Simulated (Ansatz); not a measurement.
ZnSe, space group F-43m, a convergence test of the plane-wave cutoff

Program: the Python package of Ansatz (0.2.0).

`znse.vasp`
```text
ZnSe
1.0
   0.00000000    2.83380000    2.83380000
   2.83380000    0.00000000    2.83380000
   2.83380000    2.83380000    0.00000000
Zn Se
1 1
Direct
   0.00000000    0.00000000    0.00000000
   0.25000000    0.25000000    0.25000000
```

The cells in order, each with its output:

```python
import ansatz as az
from ase.io import read
```

```python
atoms = read("znse.vasp", format="vasp")
xtal = az.Crystal.from_ase(atoms)

len(xtal.resolved().sites)
```

    2

```python
model = (
    xtal.calculation()
    .kpoints(mesh=(6, 6, 6), center="gamma")
    .occupations(az.OccupationsMethod.FIXED)
    .scf(tolerance=1e-09)
    .band_table()
)
```

```python
rows = []
for value in [300, 375, 450, 525, 600, 675]:
    report = model.basis(value).run().report
    rows.append((value, report["free_energy_ev"] / len(report["lattice"]["sites"]), report["n_iterations"], report["gap_by_band_count_ev"], report["n_pw"]))
```

    DeckWarning: basis.ecutwfc = 300 eV is below the records' recommended 420 eV, and the density's cutoff is lower with it unless basis.ecutrho_ratio is high enough to keep the records' density cutoff: compare with a run at a higher cutoff
    DeckWarning: basis.ecutwfc = 375 eV is below the records' recommended 420 eV, and the density's cutoff is lower with it unless basis.ecutrho_ratio is high enough to keep the records' density cutoff: compare with a run at a higher cutoff

```python
print(" cutoff (eV)   F/atom (eV)    iterations  gap by band count (eV)   plane waves")
for row in rows:
    print(f"{str(row[0]):>12s}  {row[1]:12.5f}  {row[2]:12d}  {row[3]:22.3f}  {row[4]:12d}")
```

     cutoff (eV)   F/atom (eV)    iterations  gap by band count (eV)   plane waves
             300   -4394.68760             7                   1.300           537
             375   -4394.75892             7                   1.285           749
             450   -4394.76124             7                   1.287           965
             525   -4394.76199             7                   1.288          1243
             600   -4394.76211             7                   1.288          1471
             675   -4394.76216             7                   1.288          1837

```python
# differences from the last row
for row in rows[:-1]:
    shift = 1000 * (row[1] - rows[-1][1])
    print(f"{row[0]}: {shift:+.2f} meV/atom" + ("  (within 1 meV)" if abs(shift) < 1 else ""))
```

    300: +74.56 meV/atom
    375: +3.24 meV/atom
    450: +0.91 meV/atom  (within 1 meV)
    525: +0.17 meV/atom  (within 1 meV)
    600: +0.05 meV/atom  (within 1 meV)

From 450 eV on it stays within 1 meV an atom of the value at 675 eV; the first row (300 eV) is off by 74.6 meV and the last but one by 0.05 meV. The energy falls steadily, as expected when plane waves are added.

Notes:
- Semilocal gaps usually lie well under measured ones.
- No functional is typed, so the default, PBE, holds.
- The starting cell is as deposited in a crystallographic database; the results hold for this polymorph, which needn't be the stable one.
- Levels are Kohn-Sham eigenvalues on this mesh, without spin-orbit coupling.
- Warnings are shown shortened and without file and line.
- Shifts are counted from the last row, which is itself no proven limit.
- The whole script took 8.4 s on 1 thread of Arm Neoverse V2, with other jobs on the host, peak memory 0.45 GiB.
